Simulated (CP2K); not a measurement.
# C2H4ClFO2Si (SMILES CC(=O)O[SiH](F)Cl): IPEA1-xTB

What is the energy difference between two shapes of C2H4ClFO2Si at IPEA1-xTB? 

Program for the calculation: CP2K 2026.2.

1 further run of the same task is left out (it didn't finish).

**1. Starting point**

C2H4ClFO2Si has 11 atoms, charge 0, and is taken as a singlet. As SMILES, `CC(=O)O[SiH](F)Cl`. Geometry: a rough force-field guess. This is one conformer, not always the lowest.

Bond lengths: C1–C2 1.454 Å, C2–O3 1.212 Å, C2–O4 1.384 Å, O4–Si5 1.578 Å, Si5–F6 1.612 Å, Si5–Cl7 2.039 Å, C1–H8 1.040 Å, C1–H9 1.057 Å, C1–H10 1.159 Å, Si5–H11 1.475 Å. Some angles: C1–C2–O3 124.3°, C1–C2–O4 110.9°, O3–C2–O4 124.8°, C2–O4–Si5 125.3°, O4–Si5–F6 109.6°, O4–Si5–Cl7 107.0°, F6–Si5–Cl7 109.3°, C2–C1–H8 112.7°, C2–C1–H9 112.1°, C2–C1–H10 108.1°.

**2. Energy and forces at IPEA1-xTB**

File molecule.inp:

```
&GLOBAL
  PROJECT molecule
  RUN_TYPE ENERGY_FORCE
  PRINT_LEVEL MEDIUM
&END
&FORCE_EVAL
  METHOD Quickstep
  &DFT
    &QS
      METHOD XTB
      EPS_DEFAULT 1.0E-10
      &XTB
        GFN_TYPE TBLITE
        &TBLITE
          METHOD IPEA1
        &END
        CHECK_ATOMIC_CHARGES F
      &END
    &END
    &POISSON
      PERIODIC NONE
      POISSON_SOLVER ANALYTIC
    &END
    &SCF
      SCF_GUESS ATOMIC
      EPS_SCF 1.0E-07
      MAX_SCF 150
      ADDED_MOS 2
      &DIAGONALIZATION
        ALGORITHM STANDARD
      &END
      &MIXING
        METHOD DIRECT_P_MIXING
        ALPHA 0.4
      &END
      &SMEAR ON
        METHOD FERMI_DIRAC
        ELECTRONIC_TEMPERATURE [K] 300
      &END
    &END
    &PRINT
      &MOMENTS
        PERIODIC F
        REFERENCE COM
        MAX_MOMENT 1
      &END
      &MO ON
        ENERGIES T
        OCCUPATION_NUMBERS T
        NDIGITS 6
        &EACH
          QS_SCF 0
        &END
        ADD_LAST NUMERIC
      &END
      &HIRSHFELD OFF
      &END
    &END
  &END
  &SUBSYS
    &CELL
      ABC 17.1 15.8 15.2
      PERIODIC NONE
    &END
    &COORD
      C     -1.865000     0.323300    -0.348400
      C     -0.504900     0.584600     0.094300
      O     -0.138500     1.625100     0.596300
      O      0.316400    -0.499500    -0.164400
      Si     1.834800    -0.613000     0.249100
      F      1.942900    -0.954800     1.820300
      Cl     2.632300    -2.148000    -0.830800
      H     -2.304600    -0.472800     0.156100
      H     -1.930100     0.227500    -1.399300
      H     -2.509700     1.254300    -0.101000
      H      2.591800     0.616300    -0.051600
    &END
    &TOPOLOGY
      &CENTER_COORDINATES
      &END
    &END
  &END
  &PRINT
    &FORCES ON
    &END
  &END
&END
```

Launch:

```bash
$ OMP_NUM_THREADS=1 cp2k.psmp molecule.inp > molecule.out
```

What it wrote:

```text
CP2K| version string:                                       CP2K version 2026.2
[...]
 GLOBAL| Method name                                                        CP2K
[...]
 GLOBAL| Run type                                                   ENERGY_FORCE
[...]
                             - Atoms:                                         11
[...]
                             - Spherical basis functions:                     51
[...]
 Number of electrons:                                                         42
[...]
  *** SCF run converged in    23 steps ***
[...]
  Fermi energy:                                                -0.27628378165972
[...]
 TB_DIPOLE| Moment [Debye]         -2.04573758      -0.10279893      -1.56436940
 TB_DIPOLE| Derivative [a.u.]       0.00000000       0.00000000       0.00000000
[...]
 ENERGY| Total FORCE_EVAL ( QS ) energy [hartree]            -28.475681688692802
 FORCES| Atomic forces [hartree/bohr]
 FORCES|   Atom     x               y               z               |f|
 FORCES|      1 -4.58995661E-02  7.82961623E-02  7.49791083E-03   9.10674358E-02
 FORCES|      2  2.79948516E-02  8.31338900E-03  8.44567071E-03   3.03998932E-02
 FORCES|      3  6.82089002E-03 -3.88685718E-02 -1.33896636E-02   4.16722150E-02
 FORCES|      4 -2.31494652E-02  4.41316198E-02  1.16623482E-02   5.11811291E-02
 FORCES|      5  4.21755008E-02 -1.40148014E-02 -5.80712007E-03   4.48208675E-02
 FORCES|      6  2.42184693E-03  4.12796974E-03 -1.86454295E-02   1.92498706E-02
 FORCES|      7 -1.18617882E-02  2.44811383E-02  1.96737846E-02   3.35721007E-02
 FORCES|      8 -1.61001987E-02 -4.12140922E-02  1.88269616E-02   4.80860923E-02
 FORCES|      9  1.88512312E-03 -1.07979749E-02 -2.97105573E-02   3.16680780E-02
 FORCES|     10  2.39440509E-02 -3.21331160E-02 -6.70828866E-03   4.06307255E-02
 FORCES|     11 -8.23124525E-03 -2.23217227E-02  8.15438328E-03   2.51496853E-02
 FORCES| Sum    -2.02962647E-16 -4.40619763E-16 -4.68375339E-17
 FORCES| Total atomic force                                       4.87373949E-16
[...]
```

Wall time 0.94 s (1 thread of AMD EPYC 9R45 (Zen 5), shared host); peak memory 0.19 GiB.

**3. The distorted shape**

File gas.inp:

```
&GLOBAL
    PROJECT_NAME gas
    RUN_TYPE ENERGY_FORCE
    PRINT_LEVEL MEDIUM
&END GLOBAL
&FORCE_EVAL
    METHOD QUICKSTEP
    &DFT
        # Quickstep
        &QS
            METHOD XTB
            EPS_DEFAULT 1.0E-10
            &XTB
                GFN_TYPE TBLITE
                &TBLITE
                    METHOD IPEA1
                &END TBLITE
                CHECK_ATOMIC_CHARGES F
            &END XTB
        &END QS
        # cluster boundary conditions
        &POISSON
            PERIODIC NONE
            POISSON_SOLVER ANALYTIC
        &END POISSON
        &SCF
            SCF_GUESS ATOMIC
            EPS_SCF 1.0E-07
            MAX_SCF 150
            ADDED_MOS 2
            &DIAGONALIZATION
                ALGORITHM STANDARD
            &END DIAGONALIZATION
            &MIXING
                METHOD DIRECT_P_MIXING
                ALPHA 0.4
            &END MIXING
            &SMEAR ON
                METHOD FERMI_DIRAC
                ELECTRONIC_TEMPERATURE [K] 300
            &END SMEAR
        &END SCF
        &PRINT
            &MOMENTS
                PERIODIC F
                REFERENCE COM
                MAX_MOMENT 1
            &END MOMENTS
            &MO ON
                ENERGIES T
                OCCUPATION_NUMBERS T
                NDIGITS 6
                &EACH
                    QS_SCF 0
                &END EACH
                ADD_LAST NUMERIC
            &END MO
            &HIRSHFELD OFF
            &END HIRSHFELD
        &END PRINT
    &END DFT
    &SUBSYS
        # vacuum box
        &CELL
            ABC 17.2 15.9 15.2
            PERIODIC NONE
        &END CELL
        &COORD
            C     -1.969061     0.358996    -0.332255
            C     -0.343958     0.512827    -0.039115
            O     -0.013080     1.761266     0.494892
            O      0.334732    -0.468720    -0.002875
            Si     1.775777    -0.710303     0.166536
            F      1.791186    -0.976214     1.898546
            Cl     2.657340    -2.166164    -0.731928
            H     -2.306380    -0.540857     0.122455
            H     -1.872567     0.302458    -1.253485
            H     -2.526956     1.334898    -0.155619
            H      2.616299     0.473534    -0.097168
        &END COORD
        &TOPOLOGY
            &CENTER_COORDINATES
            &END CENTER_COORDINATES
        &END TOPOLOGY
    &END SUBSYS
    &PRINT
        &FORCES ON
        &END FORCES
    &END PRINT
&END FORCE_EVAL
```

Launch:

```bash
$ OMP_NUM_THREADS=1 cp2k.psmp -i gas.inp -o gas.out
```

What it wrote:

```text
CP2K| version string:                                       CP2K version 2026.2
[...]
 GLOBAL| Method name                                                        CP2K
[...]
 GLOBAL| Run type                                                   ENERGY_FORCE
[...]
                             - Atoms:                                         11
[...]
                             - Spherical basis functions:                     51
[...]
 Number of electrons:                                                         42
[...]
  *** SCF run converged in    26 steps ***
[...]
  Fermi energy:                                                -0.29356242056165
[...]
 TB_DIPOLE| Moment [Debye]         -0.78057484      -2.26716417      -3.00153327
 TB_DIPOLE| Derivative [a.u.]       0.00000000       0.00000000       0.00000000
[...]
 ENERGY| Total FORCE_EVAL ( QS ) energy [hartree]            -28.343151667870391
 FORCES| Atomic forces [hartree/bohr]
 FORCES|   Atom     x               y               z               |f|
 FORCES|      1  4.91389805E-02  6.48397179E-02  1.86736574E-01   2.03689412E-01
 FORCES|      2 -1.36367044E-01  2.60099718E-01  1.06400577E-01   3.12360236E-01
 FORCES|      3 -2.42770142E-02 -1.70278583E-01 -8.28762054E-02   1.90925730E-01
 FORCES|      4 -5.17571354E-02 -5.02240232E-02 -3.57469654E-02   8.04928513E-02
 FORCES|      5  1.45978798E-01 -8.43788409E-04  7.73794838E-02   1.65221385E-01
 FORCES|      6  1.15413271E-02  2.72952919E-03 -4.63136388E-02   4.78080088E-02
 FORCES|      7  3.43704759E-03 -1.85892983E-02 -7.12461663E-03   2.02023630E-02
 FORCES|      8 -1.22940265E-02 -8.58597608E-03  1.46318733E-02   2.09512240E-02
 FORCES|      9  2.97508850E-03 -2.63130115E-02 -2.35724039E-01   2.37206763E-01
 FORCES|     10  2.14096049E-02 -3.60056870E-02  1.43877323E-02   4.42920706E-02
 FORCES|     11 -9.78562641E-03 -1.68285984E-02  8.24922456E-03   2.11426090E-02
 FORCES| Sum    -2.72351586E-16 -4.75314232E-16  3.93782229E-16
 FORCES| Total atomic force                                       6.74658024E-16
[...]
```

It took 0.88 s on 1 thread of AMD EPYC 9R45 (Zen 5), shared host; peak memory 0.19 GiB.

**4. Results**

At IPEA1-xTB:

| quantity | value |
| --- | --- |
| first shape: total energy | -28.47568 Eh |
| first shape: dipole moment (from atomic charges alone) | 2.58 D |
| first shape: HOMO energy | -12.56 eV |
| first shape: LUMO energy | -6.64 eV |
| first shape: HOMO–LUMO gap | 5.92 eV |
| first shape: largest force on an atom | 4.683 eV/Å |
| distorted shape: total energy | -28.34315 Eh |
| distorted shape: dipole moment (from atomic charges alone) | 3.84 D |
| distorted shape: HOMO energy | -11.41 eV |
| distorted shape: LUMO energy | -7.11 eV |
| distorted shape: HOMO–LUMO gap | 4.30 eV |
| distorted shape: largest force on an atom | 16.062 eV/Å |
| energy change with the atoms displaced | 3.606 eV |

**Reading.** With the atoms displaced the energy rises by 3.61 eV (83 kcal/mol). The first shape isn't relaxed at this level, so the change isn't measured from a minimum. The largest force (first shape) is 4.68 eV/Å: the shape isn't a stationary point for this species at this level. The dipole (first shape) comes from point charges on the atoms alone, without atomic dipoles, so it is partial. The dipole (distorted shape) comes from point charges on the atoms alone, without atomic dipoles, so it is partial.
